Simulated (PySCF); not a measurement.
# CH8BrGe2P: the cost of one run

Programs: PySCF 2.14.0, with routines of our own; each step states its level. All values are computed. Atoms count from 0.

## 1. The system as given

13 atoms, charge 0, multiplicity 1; geometry from: GFN2-xTB.

## 2. Relaxing the molecule at PBE0-D3(BJ)/def2-SVP

Job settings and geometry (Å):

```
{"job": {"xc": "PBE0", "basis": "def2-SVP", "d3": "d3bj", "grid": 1, "kind": "geom"}, "charge": 0, "multiplicity": 1}
P      1.872803    -1.745345    -0.540791
Ge     1.034385     0.376782    -0.836828
C     -0.938869     0.352854    -0.606341
Ge    -1.596781    -0.008978     1.211198
Br    -1.574983     2.164407    -1.002971
H      1.857543    -1.634543     0.843194
H      3.188613    -1.314236    -0.622659
H      1.288539     0.892450    -2.236708
H      1.549635     1.462073     0.086206
H     -1.410799    -0.293900    -1.344768
H     -1.250248    -1.404566     1.637801
H     -3.076355     0.192242     1.251574
H     -0.947872     0.961244     2.143365
```

The run is started by

```
> OMP_NUM_THREADS=1 python excited_run.py task.json out
```

The driver reads the jobs from task.json and runs them one after another.

Q: Estimate the wall time and peak memory of this first job on 1 thread of Intel Xeon Platinum 8259CL at 2.50GHz, shared host.

About 3.1 min, with a peak of 0.79 GiB.
